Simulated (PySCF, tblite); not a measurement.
**C6H12BP: geometry, infrared bands and NMR shifts**

Aim: predict the infrared bands and NMR shifts of C6H12BP (`[BH3-][PH+]1C=C(C)C(C)=C1`).

Computed with tblite 0.8.0 and PySCF 2.14.0, with density-fitted response routines of our own, on a single molecule in the gas phase. Atoms count from 0, in the outputs and in this text.

**1. The starting structure**

20 atoms, charge 0, multiplicity 1; geometry from: force field or distance geometry start.

Bonds of the start (Å): B0–P1 1.90, P1–C2 1.78, C2–C3 1.31, C3–C4 1.53, C3–C5 1.42, C5–C6 1.52, C5–C7 1.31, C7–P1 1.79, B0–H8 1.21, B0–H9 1.17, B0–H10 1.20, P1–H11 1.37, C2–H12 1.06, C4–H13 1.11, C4–H14 1.10, C4–H15 1.10, C6–H16 1.10, C6–H17 1.12, C6–H18 1.09, C7–H19 1.08.

**2. Relaxing the molecule with GFN2-xTB**

What the job is given:

```
{"job": {"kind": "relax", "xc": "GFN2-xTB", "basis": "xTB"}, "charge": 0, "multiplicity": 1}
B      2.985800    -0.271800     0.247600
P      1.541900    -0.011100    -0.961100
C      0.521200     1.274900    -0.278900
C     -0.634200     0.748500     0.028400
C     -1.743700     1.592300     0.647200
C     -0.778400    -0.642100    -0.208500
C     -2.045500    -1.412300     0.107200
C      0.263100    -1.246400    -0.722500
H      2.741300    -1.209900     0.967900
H      4.022600    -0.446400    -0.262000
H      3.002700     0.673500     0.979500
H      1.912000     0.169900    -2.267400
H      0.819100     2.291600    -0.174100
H     -1.703100     2.562200     0.102900
H     -1.588200     1.698300     1.734800
H     -2.730000     1.125200     0.481500
H     -2.803600    -1.024000    -0.596500
H     -2.354900    -1.106800     1.134500
H     -1.844700    -2.477900     0.033600
H      0.411500    -2.277200    -0.997200
```

Started as:

```bash
> OMP_NUM_THREADS=1 python probes_run.py task.json out
```

This one command runs all jobs of the session in turn.

**Question.** This job is followed by: GFN2-xTB harmonic vibrations, gas phase; GIAO PBE0/pcSseg-1 NMR shielding, non-relativistic, gas phase. What will the session give for the following? strongest single infrared mode (GFN2-xTB); zero-point energy (GFN2-xTB); ¹³C shifts against TMS (PBE0/pcSseg-1, means over atoms taken as alike); ¹H shifts against TMS (PBE0/pcSseg-1, means over atoms taken as alike); ¹¹B shifts against BF3·OEt2 (PBE0/pcSseg-1); ³¹P shifts against H3PO4 (PBE0/pcSseg-1).

The runs gave:

| quantity | value |
| --- | --- |
| strongest single infrared mode (GFN2-xTB) | 1066 cm⁻¹, 262 km/mol |
| zero-point energy (GFN2-xTB) | 99.0 kcal/mol |
| ¹³C shifts against TMS (PBE0/pcSseg-1, means over atoms taken as alike) | 163.3, 133.2, 20.4 ppm |
| ¹H shifts against TMS (PBE0/pcSseg-1, means over atoms taken as alike) | 6.41, 5.53, 2.26, 0.81 ppm |
| ¹¹B shifts against BF3·OEt2 (PBE0/pcSseg-1) | -50.8 ppm |
| ³¹P shifts against H3PO4 (PBE0/pcSseg-1) | -24.2 ppm |

What this shows: Relaxing lowered the energy by 0.833 eV in 105 steps; the close pair that moved most is C3–C5, from 1.418 to 1.461 Å. All 54 modes are real, so the xTB geometry is a minimum. The strongest single mode, at 1066 cm⁻¹, moves mainly H8, H10 and H9. GFN2-xTB is a fitted tight-binding method: band positions and strengths are rough. Its intensities can rank the bands wrongly. The most deshielded hydrogen is H12, H19 (mean) (hydrogen on an alkene CH), at 6.41 ppm: olefinic region. At PBE0/pcSseg-1: The largest span, 224 ppm, is at C3, C5, where the paramagnetic term is -241 ppm.
